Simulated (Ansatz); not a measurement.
Write a Python script for the Ansatz DFT code, driven from Python that makes the levels without and with spin-orbit coupling of Ir, space group Pmma. Use (first run): LDA, PAW, the default cutoff (420 eV here), 3×15×5 k-points, cold smearing of 0.15 eV.

```
Ir
1.0
    12.23846    0.00000    0.00000
     0.00000    2.23343    0.00000
     0.00000    0.00000    7.19300
Ir
2
Direct
  0.25000 0.00000 0.16399
  0.75000 0.00000 0.83601
```

`ir_soc.py`:
```python
"""Levels of Ir without and with spin-orbit coupling."""

import warnings

import ansatz as az


def main() -> None:
    warnings.simplefilter("ignore", az.DeckWarning)

    xtal = (
        az.Lattice.orthorhombic(12.23846, 2.23343, 7.193)
        .space_group(51, hermann_mauguin="Pmma")
        .atom("Ir", (0.25, 0.0, 0.16399))
    )

    base = (
        xtal.calculation()
        .functional(az.Functional.LDA)
        .kpoints(spacing=0.2)
        .occupations("cold", width=0.15)
        .scf(tolerance=1e-10)
        .band_table()
    )
    for label, variant in (("scalar-relativistic", base), ("spin-orbit", base.spin(soc=True))):
        report = variant.run(threads=1, pin="off").report
        zero = report["band_edges_ev"][0] if report.get("band_edges_ev") else report["fermi_energy_ev"]
        near = [round(e - zero, 3) for e in report["eigenvalues_ev"][0] if abs(e - zero) < 4]
        print(label)
        print("  band edges (eV):", [round(e, 3) for e in report.get("band_edges_ev") or []] or "none reported")
        print("  levels at k =", report["kpoints_frac"][0], "within 4 eV of the zero:", near)


if __name__ == "__main__":
    main()
```

`python ir_soc.py` gives:
```text
scalar-relativistic
  band edges (eV): none reported
  levels at k = [0.0, 0.0, 0.0] within 4 eV of the zero: [-2.276, -2.218, -1.661, -1.657, -1.655, -1.651, 2.357, 2.357, 2.358, 2.358, 2.61]
spin-orbit
  band edges (eV): none reported
  levels at k = [0.0, 0.0, 0.0] within 4 eV of the zero: [-2.362, -2.362, -2.307, -2.307, -2.267, -2.267, -2.261, -2.261, -1.346, -1.346, -1.339, -1.339, 2.114, 2.114, 2.116, 2.116, 2.348, 2.348, 2.73, 2.73, 2.785, 2.785]
```

Reading the output:
- The cell holds layers, chains or clusters in vacuum, no bulk phase.
- The computed bands are complete only to about 2.6 eV above the Fermi level.
- Points of the mesh across the vacuum add cost only.
- This isn't the structure that Ir takes at ambient conditions.
- Gaps and levels are Kohn-Sham values on a finite set of k-points.
- With spin-orbit coupling each level holds one electron and, with inversion or at time-reversal points, comes in pairs; a window in energy can cut a split set.
- Wall time of the script: 46 s on 1 thread of Intel(R) Xeon(R) Processor @ 2.30GHz, on a shared host, peak memory 1 GiB.
